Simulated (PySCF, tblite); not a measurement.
**CH6NO4PSi (triplet), a small gas-phase stand-in for a defect centre: EPR parameters**

Aim: the EPR parameters of `O=P(O)(O)O[C]N[SiH3]`. It is drawn as: twofold C.

Programs: tblite 0.8.0 and PySCF 2.14.0. All values are calculated, for the isolated system unless a continuum is named. Atoms count from 0, parts from 1.

### Step 1. Starting point

14 atoms, charge 0, multiplicity 3; geometry: distance geometry start.

### Step 2. Geometry optimisation with GFN2-xTB

Job settings and geometry (Å):

```
{"job": {"kind": "relax", "xc": "GFN2-xTB", "basis": "xTB"}, "charge": 0, "multiplicity": 3}
C     -0.015712    -0.562210     1.146741
N     -1.294313    -1.193140     0.940420
Si    -2.057134    -1.255463    -0.592707
O      1.166302    -0.023867     1.385775
P      1.800301     1.020561     0.300216
O      3.129878     1.567435     0.632748
O      0.698949     2.187603     0.125492
O      1.751801     0.270317    -1.100905
H     -1.966409    -0.882865     1.612292
H     -1.148665    -1.886993    -1.577073
H     -3.293135    -2.073502    -0.441577
H     -2.435796     0.118108    -0.963683
H      1.114153     2.954631    -0.225825
H      2.552771    -0.265563    -1.246202
```

Level: GFN2-xTB geometry optimisation, gas phase.

Launch:

```bash
OMP_NUM_THREADS=1 python cluster_run.py task.json out
```

The driver reads the jobs from task.json and runs them one after another.

Standard output:

```text
step      E/eV     max force
  0    -778.25674    4.179
  1    -778.53705    2.141
  2    -778.62363    1.178
  3    -778.70302    1.990
  4    -778.87738    2.834
  5    -779.06577    2.252
  6    -779.16668    1.530
  7    -779.33872    1.269
  8    -779.38642    0.941
  9    -779.44473    0.830
 10    -779.47945    0.486
 11    -779.48998    0.321
 12    -779.50824    0.358
 13    -779.52786    0.393
 14    -779.54500    0.378
 15    -779.55475    0.277
 16    -779.56181    0.271
 17    -779.56792    0.208
 18    -779.57169    0.189
 19    -779.57425    0.135
 20    -779.57681    0.137
 21    -779.57966    0.172
 22    -779.58233    0.183
 23    -779.58444    0.196
 24    -779.58617    0.119
 25    -779.58804    0.139
 26    -779.59018    0.164
 27    -779.59251    0.163
 28    -779.59518    0.159
 29    -779.59852    0.179
 30    -779.60246    0.273
 31    -779.60711    0.320
 32    -779.61213    0.261
 33    -779.61729    0.220
 34    -779.62142    0.230
 35    -779.62609    0.223
 36    -779.63160    0.239
 37    -779.63886    0.278
 38    -779.65138    0.488
 39    -779.66524    0.464
 40    -779.67222    0.639
 41    -779.68467    0.168
 42    -779.68767    0.156
 43    -779.69221    0.172
 44    -779.69413    0.113
 45    -779.69671    0.124
 46    -779.69866    0.114
 47    -779.70104    0.147
 48    -779.70275    0.112
 49    -779.70391    0.089
 50    -779.70476    0.095
 51    -779.70563    0.093
 52    -779.70687    0.138
 53    -779.70890    0.136
 54    -779.71104    0.108
 55    -779.71245    0.097
 56    -779.71332    0.090
 57    -779.71418    0.089
 58    -779.71522    0.077
 59    -779.71655    0.103
 60    -779.71788    0.081
 61    -779.71897    0.088
 62    -779.71977    0.083
 63    -779.72047    0.085
 64    -779.72123    0.075
 65    -779.72208    0.066
 66    -779.72273    0.069
 67    -779.72318    0.058
 68    -779.72353    0.059
 69    -779.72423    0.084
 70    -779.72533    0.121
 71    -779.72681    0.143
 72    -779.72847    0.131
 73    -779.73009    0.108
 74    -779.73161    0.116
 75    -779.73352    0.126
 76    -779.73613    0.210
 77    -779.71802    1.105
 78    -779.73897    0.158
 79    -779.74069    0.158
 80    -779.74272    0.339
 81    -779.74590    0.115
 82    -779.74681    0.095
 83    -779.74920    0.097
 84    -779.75004    0.082
 85    -779.75104    0.075
 86    -779.75160    0.074
 87    -779.75261    0.078
 88    -779.75364    0.079
 89    -779.75423    0.053
 90    -779.75455    0.050
 91    -779.75477    0.055
 92    -779.75502    0.063
 93    -779.75543    0.063
 94    -779.75608    0.081
 95    -779.75680    0.083
 96    -779.75746    0.070
 97    -779.75800    0.048
 98    -779.75840    0.040
 99    -779.75871    0.037
100    -779.75900    0.036
101    -779.75936    0.055
102    -779.75992    0.091
103    -779.76068    0.104
104    -779.76143    0.075
105    -779.76184    0.100
106    -779.76187    0.119
107    -779.76227    0.049
108    -779.76246    0.049
109    -779.76270    0.066
110    -779.76280    0.042
111    -779.76288    0.024
112    -779.76296    0.023
113    -779.76307    0.028
114    -779.76318    0.036
115    -779.76324    0.021
116    -779.76329    0.023
117    -779.76336    0.019
118    -779.76346    0.022
119    -779.76357    0.020
120    -779.76364    0.018
121    -779.76370    0.017
122    -779.76376    0.021
123    -779.76384    0.018
124    -779.76392    0.022
125    -779.76401    0.025
126    -779.76409    0.028
127    -779.76421    0.040
128    -779.76436    0.041
129    -779.76452    0.034
130    -779.76463    0.026
131    -779.76470    0.022
132    -779.76476    0.017
133    -779.76482    0.018
134    -779.76486    0.015
135    -779.76489    0.016
136    -779.76490    0.015
137    -779.76493    0.015
138    -779.76496    0.019
139    -779.76501    0.017
140    -779.76503    0.010
141    -779.76504    0.017
142    -779.76505    0.008
```

Wall time 8.1 s (1 thread of Arm Neoverse N1, shared host).

Relaxation path:

| step | energy from step 0 (eV) | largest force (eV/Å) |
| --- | --- | --- |
| 0 | 0.0000 | 4.1789 |
| 5 | -0.8090 | 2.2516 |
| 10 | -1.2227 | 0.4862 |
| 15 | -1.2980 | 0.2771 |
| 20 | -1.3201 | 0.1372 |
| 25 | -1.3313 | 0.1391 |
| 30 | -1.3457 | 0.2732 |
| 35 | -1.3693 | 0.2227 |
| 40 | -1.4155 | 0.6385 |
| 45 | -1.4400 | 0.1245 |
| 50 | -1.4480 | 0.0948 |
| 55 | -1.4557 | 0.0967 |
| 60 | -1.4611 | 0.0809 |
| 65 | -1.4653 | 0.0653 |
| 70 | -1.4686 | 0.1213 |
| 75 | -1.4768 | 0.1254 |
| 80 | -1.4860 | 0.3395 |
| 85 | -1.4943 | 0.0741 |
| 90 | -1.4978 | 0.0497 |
| 95 | -1.5001 | 0.0833 |
| 100 | -1.5023 | 0.0362 |
| 105 | -1.5051 | 0.1005 |
| 110 | -1.5061 | 0.0415 |
| 115 | -1.5065 | 0.0212 |
| 120 | -1.5069 | 0.0180 |
| 125 | -1.5073 | 0.0244 |
| 130 | -1.5079 | 0.0255 |
| 135 | -1.5082 | 0.0161 |
| 140 | -1.5083 | 0.0100 |
| 142 | -1.5083 | 0.0079 |

Close pairs (by a distance rule), those that changed most:

| bond | before (Å) | after (Å) | change (Å) |
| --- | --- | --- | --- |
| C0–N1 | 1.441 | 1.336 | -0.105 |
| N1–Si2 | 1.714 | 1.760 | +0.047 |
| O3–P4 | 1.634 | 1.589 | -0.046 |
| C0–O3 | 1.321 | 1.362 | +0.042 |
| Si2–H10 | 1.490 | 1.465 | -0.025 |
| Si2–H9 | 1.481 | 1.457 | -0.024 |
| N1–H8 | 1.000 | 1.020 | +0.020 |
| P4–O5 | 1.476 | 1.457 | -0.018 |

### Step 3. Geometry optimisation at PBE0-D3(BJ)/def2-SVP

Job settings and geometry (Å):

```
{"job": {"xc": "PBE0", "basis": "def2-SVP", "d3": "d3bj", "grid": 2, "kind": "geom", "shake": 0.01}, "charge": 0, "multiplicity": 3}
C      0.168692    -1.059699     1.492372
N     -1.077163    -0.820019     0.987371
Si    -1.578854    -1.021682    -0.698238
O      1.285646    -0.238013     1.404667
P      1.464746     0.817384     0.237985
O      2.730259     1.545834     0.321359
O      0.176219     1.751496     0.310872
O      1.259570     0.023789    -1.128231
H     -1.741732    -0.343956     1.621925
H     -0.799830    -2.159255    -1.178963
H     -2.999263    -1.293310    -0.526141
H     -1.381054     0.185019    -1.495753
H      0.415877     2.675474     0.222172
H      2.070409    -0.077671    -1.556987
```

Standard output:

```text
step   0  E = -1027.00690181  max force = 0.049941
step   1  E = -1027.01506359  max force = 0.007323
step   2  E = -1027.01606819  max force = 0.004326
step   3  E = -1027.01666218  max force = 0.004715
step   4  E = -1027.01712271  max force = 0.004813
step   5  E = -1027.01752948  max force = 0.003810
step   6  E = -1027.01775032  max force = 0.001875
step   7  E = -1027.01785713  max force = 0.001308
step   8  E = -1027.01790902  max force = 0.001205
step   9  E = -1027.01799087  max force = 0.001524
step  10  E = -1027.01803403  max force = 0.001382
step  11  E = -1027.01807033  max force = 0.001720
step  12  E = -1027.01808615  max force = 0.001082
step  13  E = -1027.01809787  max force = 0.000565
step  14  E = -1027.01810068  max force = 0.000398
optimisation converged
```

It took 9 min on 1 thread of Arm Neoverse N1, shared host; peak memory 0.8 GiB.

Relaxation path:

| step | energy from step 0 (eV) | largest force component (eV/Å) |
| --- | --- | --- |
| 0 | 0.0000 | 2.5681 |
| 1 | -0.2221 | 0.3766 |
| 2 | -0.2494 | 0.2225 |
| 3 | -0.2656 | 0.2425 |
| 4 | -0.2781 | 0.2475 |
| 5 | -0.2892 | 0.1959 |
| 6 | -0.2952 | 0.0964 |
| 7 | -0.2981 | 0.0673 |
| 8 | -0.2995 | 0.0620 |
| 9 | -0.3017 | 0.0784 |
| 10 | -0.3029 | 0.0711 |
| 11 | -0.3039 | 0.0884 |
| 12 | -0.3043 | 0.0556 |
| 13 | -0.3047 | 0.0291 |
| 14 | -0.3047 | 0.0205 |

Distances of close pairs at the start and the end, largest changes first:

| bond | before (Å) | after (Å) | change (Å) |
| --- | --- | --- | --- |
| O7–H13 | 0.923 | 0.967 | +0.044 |
| O3–P4 | 1.583 | 1.625 | +0.042 |
| Si2–H10 | 1.456 | 1.493 | +0.037 |
| Si2–H11 | 1.460 | 1.491 | +0.031 |
| Si2–H9 | 1.460 | 1.488 | +0.028 |
| C0–O3 | 1.389 | 1.365 | -0.024 |
| P4–O7 | 1.593 | 1.614 | +0.021 |
| N1–H8 | 1.035 | 1.023 | -0.012 |

The next job starts from the end point, and lists it.

| at the end point | value |
| --- | --- |
| point group (found at 0.08 Å tolerance) | C1 |
| rotational constants (GHz, main isotopes) | 2.935, 0.937, 0.866 |
| dipole moment (D) | 2.80 |
| ⟨S²⟩ | 2.005 |

### Step 4. g tensor and hyperfine couplings: B3LYP/IGLO-III+pcH-1

Job settings and geometry (Å):

```
{"job": {"kind": "epr"}, "charge": 0, "multiplicity": 3}
C      0.224227    -1.049130     1.304550
N     -1.065081    -0.903245     0.914190
Si    -1.657510    -1.094539    -0.743165
O      1.134642    -0.050459     1.496512
P      1.547747     0.997095     0.324616
O      2.879077     1.594921     0.493378
O      0.297706     1.999342     0.312642
O      1.281775     0.172819    -1.037873
H     -1.742748    -0.684318     1.648173
H     -0.813984    -2.114993    -1.422518
H     -3.068041    -1.569265    -0.619547
H     -1.652249     0.177885    -1.520533
H      0.593759     2.900139     0.126250
H      2.034172    -0.390949    -1.262316
```

With the program's defaults for keys left out, this is: UKS B3LYP, IGLO-III on C N O P Si, pcH-1 on H, non-relativistic, mean-field spin-orbit, GIAO.

Standard output:

```text
UKS, coarse grid
  cycle   1  E = -1028.11158900  |g| = 9.97e-01
  cycle   2  E = -1027.41137315  |g| = 1.69e+00
  cycle   3  E = -1028.41366718  |g| = 2.91e-01
  cycle   4  E = -1028.44242382  |g| = 9.35e-02
  cycle   5  E = -1028.44527054  |g| = 1.64e-02
  cycle   6  E = -1028.44539661  |g| = 7.66e-03
  cycle   7  E = -1028.44542934  |g| = 2.49e-03
  cycle   8  E = -1028.44543554  |g| = 1.39e-03
  cycle   9  E = -1028.44543652  |g| = 6.82e-04
UKS, final grid
  cycle   1  E = -1028.44544552  |g| = 1.15e-03
  cycle   2  E = -1028.44544421  |g| = 2.24e-03
  cycle   3  E = -1028.44544603  |g| = 1.47e-04
  cycle   4  E = -1028.44544604  |g| = 3.79e-05
  cycle   5  E = -1028.44544604  |g| = 3.74e-05
  cycle   6  E = -1028.44544604  |g| = 8.10e-06
E = -1028.44544604 Eh   <S^2> = 2.0054 (exact 2.0000)
g shifts (ppm)      1          2          3
  rmc          -198       -198       -198
  gc             29        -22          3
  oz_so        -442        410        458
  total        -611        190        263
hyperfine (MHz)  atom isotope    a_iso     a_fc   dipolar eigenvalues
    0   13C     431.98     432.14    -68.69      2.13     66.56
    1   14N      19.91      19.92     -4.57     -4.41      8.98
    2  29Si     -38.62     -38.66     -5.61      2.37      3.24
    3   17O     -93.34     -93.38    -18.27      4.35     13.91
    4   31P     131.32     131.56    -10.05     -7.22     17.27
    5   17O      -0.75      -0.76     -1.76      0.57      1.18
    6   17O      -6.86      -6.86     -1.24      0.51      0.72
    7   17O      -1.25      -1.25     -0.91     -0.11      1.02
    8    1H      72.55      72.55     -7.55     -5.05     12.60
    9    1H      -0.51      -0.51     -2.67     -2.06      4.72
   10    1H       2.02       2.02     -1.62     -1.48      3.10
   11    1H      12.14      12.13     -1.64     -1.35      2.99
   12    1H       1.72       1.72     -1.24     -0.96      2.20
   13    1H      -0.21      -0.21     -2.12     -1.96      4.09
zero-field splitting (cm-1)  D = 0.5690  E = 0.1111  (spin-spin 0.4989, spin-orbit 0.0728)
```

Run time: 5.6 min. Hardware: 1 thread of Arm Neoverse N1, shared host; peak memory 1.4 GiB.

Principal g values 2.00171, 2.00251, 2.00258; g(iso) = 2.00227, against 2.00232 for a free electron.

Hyperfine couplings, nucleus by nucleus at this fixed geometry (no averaging over rotations):

| nuclei | isotope | a(iso) (MHz) | a(iso) (G, at g = 2.0023) | largest dipolar term (MHz) |
| --- | --- | --- | --- | --- |
| C0 | 13C | 432.0 | 154.1 | -68.7 |
| P4 | 31P | 131.3 | 46.9 | 17.3 |
| O3 | 17O | -93.3 | -33.3 | -18.3 |
| H8 | 1H | 72.6 | 25.9 | 12.6 |
| Si2 | 29Si | -38.6 | -13.8 | -5.6 |
| N1 | 14N | 19.9 | 7.1 | 9.0 |
| H11 | 1H | 12.1 | 4.3 | 3.0 |
| O6 | 17O | -6.9 | -2.4 | -1.2 |
| H10 | 1H | 2.0 | 0.7 | 3.1 |
| H12 | 1H | 1.7 | 0.6 | 2.2 |
| O7 | 17O | -1.3 | -0.4 | 1.0 |
| O5 | 17O | -0.8 | -0.3 | -1.8 |
| H9 | 1H | -0.5 | -0.2 | 4.7 |
| H13 | 1H | -0.2 | -0.1 | 4.1 |

Zero-field splitting: D = 0.569 cm⁻¹ (spin-spin 0.499, spin-orbit 0.073), E = 0.111 cm⁻¹.

Mulliken spin populations:

C0 1.69; N1 0.08; Si2 0.03; O3 0.05; P4 0.04; O5 0.01; O6 0.00; O7 0.00; H8 0.06; H9 0.00; H10 0.00; H11 0.01; H12 0.00; H13 0.00

Orbitals, density, ELF and potential are computed afterwards from the orbital file.

ELF in a plane through or near 6 of the atoms.

Ten even steps from '0' (0.00) to '9' (1.00):
```
0000000000000000000000000000
0000000000000000000000000000
0000000000000000000000000000
0000000000000000143000000000
0000000000000000799500000000
0000000000110002899700000000
0000011000242015898400000000
0000134211464037456201220000
0001477641464148358315872000
0002687835242025787348994000
0003784733142000220037873000
0002588753787600243443331000
0000356413758820599981000000
0000022003778720699992000000
0000000003775300499993000000
0000000001442000289981000000
0000000000000000035520000000
0000000000000000000000000000
0000000000000000000000000000
0000000000000000000000000000
```
The map spans 12.1 Å across and 9.1 Å up, centred on the molecule. Atoms in the plane (x, y in Å): N1 (1.3, 0.9), P4 (-1.9, 0.0), O5 (-3.3, -0.1), O7 (-1.0, -1.3), H8 (1.6, 1.9), H9 (2.1, -1.6).

log10 of the density (e/Å³) in the same plane.

Ten even steps from ' ' (-4.0) to '@' (1.3):
```
                                                        
                                                        
                              ....::::..                
                  ..........::::------::..              
              ....::------::--==++++++==::..            
        ....::::----==========++**##**++--::..          
      ::::--======++++**++++++**##%%##++==--::::..      
    ..--====++++++************##%%%%##**====--::::..    
  ..::--++**##****######******##%%%%##**++++==--::..    
  ..::==**##%%%%##@@%%##**++****######****++++==--..    
  ..--==**%%@@%%##@@%%##**++++++****##****++++==--..    
  ..::==++################**++++++**##****++==--::..    
    ::--==++********%%@@%%##++==++**####**====--::..    
    ..::--======++**##%%%%**++==++**####**==--::..      
      ....::::--==++**##**++==--==++**++++--::..        
            ..::--==++++++==------========::..          
              ..::--------::::::::------::....          
                  ..::::....    ..........              
                                                        
                                                        
```
The map spans 12.1 Å across and 9.1 Å up, centred on the molecule. Atoms in the plane (x, y in Å): N1 (1.3, 0.9), P4 (-1.9, 0.0), O5 (-3.3, -0.1), O7 (-1.0, -1.3), H8 (1.6, 1.9), H9 (2.1, -1.6).

On the surface of density 0.002 e/bohr³ the electrostatic potential runs, from the 1st to the 99th percentile, from -1.78 V near O5 to 2.96 V near H13.

The spin density lies nearest to C0 71 %; N1 9 %; O3 9 %.

### Step 5. EPR parameters: BHandHLYP/IGLO-III+pcH-1

The job, as its differences from that of step 4:

```diff
@@ -1,2 +1,2 @@
-{"job": {"kind": "epr"}, "charge": 0, "multiplicity": 3}
+{"job": {"kind": "epr", "xc": "BHandHLYP"}, "charge": 0, "multiplicity": 3}
 C      0.224227    -1.049130     1.304550
```

With the program's defaults for keys left out, this is: UKS BHandHLYP, IGLO-III on C N O P Si, pcH-1 on H, non-relativistic, mean-field spin-orbit, GIAO.

Standard output:

```text
UKS, coarse grid
  cycle   1  E = -1027.93636668  |g| = 8.41e-01
  cycle   2  E = -1027.84925297  |g| = 1.01e+00
  cycle   3  E = -1028.19082805  |g| = 1.33e-01
  cycle   4  E = -1028.19676993  |g| = 6.30e-02
  cycle   5  E = -1028.19857705  |g| = 1.12e-02
  cycle   6  E = -1028.19878012  |g| = 4.67e-03
  cycle   7  E = -1028.19882716  |g| = 2.52e-03
  cycle   8  E = -1028.19883480  |g| = 1.21e-03
  cycle   9  E = -1028.19883653  |g| = 4.75e-04
UKS, final grid
  cycle   1  E = -1028.19884332  |g| = 4.24e-04
  cycle   2  E = -1028.19884333  |g| = 5.33e-04
  cycle   3  E = -1028.19884343  |g| = 7.67e-05
  cycle   4  E = -1028.19884345  |g| = 4.85e-05
  cycle   5  E = -1028.19884345  |g| = 1.54e-05
E = -1028.19884345 Eh   <S^2> = 2.0079 (exact 2.0000)
g shifts (ppm)      1          2          3
  rmc          -199       -199       -199
  gc             32        -32          8
  oz_so        -387        387        430
  total        -554        157        240
hyperfine (MHz)  atom isotope    a_iso     a_fc   dipolar eigenvalues
    0   13C     468.35     468.51    -71.94      3.93     68.01
    1   14N      19.08      19.09     -4.44     -4.26      8.70
    2  29Si     -33.65     -33.68     -5.30      2.19      3.10
    3   17O     -92.53     -92.57    -18.01      4.25     13.77
    4   31P     112.27     112.47     -9.57     -7.26     16.83
    5   17O      -0.69      -0.69     -1.53      0.53      1.00
    6   17O      -5.20      -5.20     -1.12      0.45      0.66
    7   17O      -0.88      -0.88     -0.86     -0.05      0.91
    8    1H      71.40      71.39     -7.54     -4.97     12.51
    9    1H      -0.85      -0.85     -2.68     -2.13      4.81
   10    1H       1.53       1.53     -1.58     -1.46      3.04
   11    1H      10.25      10.25     -1.58     -1.38      2.96
   12    1H       1.23       1.22     -1.20     -0.95      2.16
   13    1H      -0.23      -0.23     -2.16     -2.02      4.18
zero-field splitting (cm-1)  D = 0.6636  E = 0.1249  (spin-spin 0.5558, spin-orbit 0.1111)
```

Wall time 6 min (1 thread of Arm Neoverse N1, shared host); peak memory 1.4 GiB.

In short: g(iso) 2.00227.

### Step 6. Comparing the runs: EPR parameters

g, ⟨S²⟩ and isotropic hyperfine couplings (MHz), with basis size and wall time:

| run | g(iso) | ⟨S²⟩ | 13C C0 | 31P P4 | 17O O3 | 1H H8 | 29Si Si2 | functions | time |
| --- | --- | --- | --- | --- | --- | --- | --- | --- | --- |
| B3LYP/IGLO-III+pcH-1 | 2.00227 | 2.005 | 432.0 | 131.3 | -93.3 | 72.6 | -38.6 | 358 | 5.6 min |
| BHandHLYP/IGLO-III+pcH-1 | 2.00227 | 2.008 | 468.4 | 112.3 | -92.5 | 71.4 | -33.6 | 358 | 6 min |

### Step 7. Results

| quantity | value |
| --- | --- |
| point group | C1 |
| rotational constants (main isotopes) | 2.93, 0.94, 0.87 GHz |
| D, E (B3LYP) | 0.569, 0.111 cm⁻¹ |
| g(iso) (B3LYP) | 2.00227 |
| ⟨S²⟩ | 2.005 (exact 2.00) |
| largest a(iso) | 13C on C0, 432.0 MHz |
| potential on the surface of density 0.002 e/bohr³, 1st and 99th percentile | -1.78 V and 2.96 V |

What this shows: The start of the PBE0/def2-SVP relaxation was shaken at random by about 0.01 Å, so part of the energy gained, and of the first lengths quoted, undoes that. The optimisation took 14 steps and gained 0.305 eV; among the close pairs (by a distance rule), O7–H13 changed most, from 0.923 to 0.967 Å (PBE0/def2-SVP). C0 carries the largest spin population, 1.69 e. The isotropic g lies 0.1 ppt below the free-electron value. The coupling of 13C on C0 runs from 432.0 (B3LYP/IGLO-III+pcH-1) to 468.4 MHz (BHandHLYP/IGLO-III+pcH-1). The triplet was assumed; the singlet may lie lower. A capped cluster stands for the solid here, so long-range fields and strain are missing, and bands or shifts of the capping hydrogens have no counterpart in it.
